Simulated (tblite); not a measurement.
# C7H9BS: the cost of one run

The runs use tblite 0.8.0 and PySCF 2.14.0, with density-fitted response routines of our own; the level of theory stands in each step. All values are computed, except where a source is named. Atoms count from 0, in the outputs and in this text.

## (1) The molecule as given

18 atoms, charge 0, multiplicity 1; geometry from: force field or distance geometry start.

Bonds of the start (Å): C0–C1 1.33, C1–C2 1.48, C2–B3 1.59, B3–C4 1.56, C4–C5 1.36, C5–C6 1.34, C6–C7 1.36, C7–S8 1.85, S8–C4 1.88, C0–H9 1.08, C0–H10 1.09, C1–H11 1.09, C2–H12 1.10, C2–H13 1.10, B3–H14 1.21, C5–H15 1.11, C6–H16 1.12, C7–H17 1.08.

## (2) Relaxing the molecule with GFN2-xTB

The job: settings as JSON, then the geometry in Å.

```
{"job": {"kind": "relax", "xc": "GFN2-xTB", "basis": "xTB"}, "charge": 0, "multiplicity": 1}
C      3.749900    -0.230900    -0.524000
C      2.637500     0.250900     0.033200
C      1.358800     0.038700    -0.678200
B      0.300300    -0.793300     0.165900
C     -1.176000    -0.287300     0.134700
C     -1.997900    -0.285200    -0.948900
C     -3.234500     0.203500    -0.801300
C     -3.593100     0.665900     0.422700
S     -2.149600     0.451700     1.562900
H      3.752700    -0.752800    -1.469600
H      4.673600    -0.068000     0.025100
H      2.676300     0.761700     1.000600
H      1.509400    -0.415000    -1.671900
H      0.908300     1.020000    -0.883900
H      0.729300    -1.178800     1.228300
H     -1.634500    -0.680200    -1.918600
H     -3.960100     0.231400    -1.648400
H     -4.559300     1.074000     0.695100
```

The run is started by

```console
> OMP_NUM_THREADS=1 python probes_run.py task.json out
```

The driver reads the jobs from task.json and runs them one after another.

Q: Estimate the wall time and peak memory of this first job on 1 thread of Arm Neoverse N1, shared host.

About 1.7 s, with a peak of 0.18 GiB.
